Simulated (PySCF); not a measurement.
# SeBr+: from the state search to spectroscopic constants

An exercise on one series of results from a longer session: the logs are not shown, and one member is left open.

The runs use PySCF 2.14.0; Se x2c-SVPall, Br x2c-SVPall, spin-free X2C with a Gaussian nucleus.

The first run:

Settings of the job:

```json
{"atoms": "Se, Br", "charge": "1", "basis": "Se x2c-SVPall, Br x2c-SVPall", "Hamiltonian": "spin-free X2C with a Gaussian nucleus", "basis functions": "64", "electrons treated": "68", "masses in u": "79.9165, 78.9183", "levels": "PBE0, PBE, r²SCAN, PW91, M06-2X, LDA, HF, MP2, SCS-MP2, CCSD, CCSD(T)", "grid": "80 radial by 434 angular points", "occupations": "held fixed by the projection of orbital angular momentum", "dissociation limit": "Se+ + Br, each in its ground configuration", "starting distance in angstrom": "2.330", "values of 2S to try": "0, 2, 4"}
```

Command:

```bash
$ OMP_NUM_THREADS=1 python dia.py task.json out
```

Among the steps run: Input; The PBE0 curve of the state that the search chose; Other states along the same grid; PBE (GGA); r²SCAN (meta-GGA); PW91; M06-2X; LDA (local density); UHF (mean field); Adding correlation.

One table of the session follows, with a row left open; its other results are not shown here.

Energy (eV) from each level's lowest point:

```
R (Å)    UHF  UHF-MP2  UHF-SCS-MP2  UHF-CCSD  UHF-CCSD(T)
1.881  1.631    1.626        1.674       n/a          n/a
1.968  0.720    0.702        0.740     0.804        0.834
2.056  0.230    0.207        0.233     0.276        0.293
2.121  0.056    0.040        0.054     0.077        0.085
2.187  0.000    0.000        0.000     0.000        0.000
2.253  0.027    0.056        0.040     0.012        0.005
2.340      ?        ?            ?         ?            ?
2.449  0.349    0.614        0.556     0.357        0.339
2.581  0.548    1.113        1.042     0.702        0.684
2.756  0.702    1.554        1.469       n/a          n/a
```

Estimate the missing values for R (Å) = 2.340.

Worked estimate for «UHF». A straight line through the neighbours (2.253, 0.027) and (2.449, 0.349) gives 0.027 + (0.349 − 0.027) × (2.340 − 2.253) / (2.449 − 2.253) = 0.170; a parabola fitted to 4 rows on both sides gives 0.169.

As computed: UHF: 0.147; UHF-MP2: 0.240; UHF-SCS-MP2: 0.203; UHF-CCSD: 0.124; UHF-CCSD(T): 0.110. In «UHF» the line misses by +0.023 and the parabola by +0.022.
